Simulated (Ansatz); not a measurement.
What does this script print? It uses Ansatz 0.2.0, Python API.

The script, `run_ecut.py`:
```python
"""Cutoff test for ZrBeB."""

from dataclasses import dataclass
import warnings

import ansatz as az
import pandas as pd
from pymatgen.core import Lattice, Structure
from pymatgen.io.ase import AseAtomsAdaptor


@dataclass(frozen=True)
class RunConfig:
    xc: str = "r2scan"
    kgrid: tuple[int, ...] = (7, 7, 6)
    occupations: str = "Fermi-Dirac"
    smearing_width: float = 0.05


settings = RunConfig()

warnings.simplefilter("ignore", az.DeckWarning)

pmg_structure = Structure(
    Lattice([[3.413267, 0.0, 0.0], [-1.706634, 2.955976, 0.0], [0.0, 0.0, 3.496023]]),
    ["Zr", "Be", "B"],
    [
        [0.0, 0.0, 0.0],
        [1 / 3, 2 / 3, 0.5],
        [2 / 3, 1 / 3, 0.5],
    ],
)
cell = az.Crystal.from_ase(AseAtomsAdaptor.get_atoms(pmg_structure))

calculation = (
    cell.calculation()
    .functional(settings.xc)
    .kpoints(*settings.kgrid)
    .occupations(settings.occupations, width=settings.smearing_width)
)

rows = []
for value in [250, 350, 450, 550, 650]:
    report = calculation.basis(value).run(threads=1, pin="off").report
    rows.append((value, report["free_energy_ev"] / len(report["lattice"]["sites"]), report["n_iterations"], report["n_pw"]))

table = pd.DataFrame(rows, columns=["cutoff (eV)", "F/atom (eV)", "iterations", "plane waves"])
print(table.round(5).to_string(index=False))

# the last row is the reference
for row in rows[:-1]:
    shift = 1000 * (row[1] - rows[-1][1])
    print(f"{row[0]}: {shift:+.2f} meV/atom" + ("  (within 1 meV)" if abs(shift) < 1 else ""))
```

```console
$ python run_ecut.py
 cutoff (eV)  F/atom (eV)  iterations  plane waves
         250  -1482.15059           7          327
         350  -1482.26491           6          527
         450  -1482.27239           7          763
         550  -1482.27410           7         1057
         650  -1482.27472           7         1329
250: +124.13 meV/atom
350: +9.81 meV/atom
450: +2.33 meV/atom
550: +0.62 meV/atom  (within 1 meV)
```

From 550 eV on it stays within 1 meV an atom of the value at 650 eV; the first row (250 eV) is off by 124.1 meV and the last but one by 0.62 meV. The energy falls steadily, as expected when plane waves are added.

For a metal this k-point mesh is coarse: on a finer one energies can move by several to tens of meV an atom and pressures by half a GPa or more, differences at one mesh by less. The structure comes from a database of computed cells and needn't be a stable or known phase. Shifts are counted from the last row, which is itself no proven limit. The script silences the warnings on its input, which a real study should read. Hardware and time: 17 s on 1 thread of AMD EPYC 7R43 64-Core Processor (Zen 3), on a shared host, peak memory 0.6 GiB.

(Lines on the test bed's own set-up are left out of the output.)
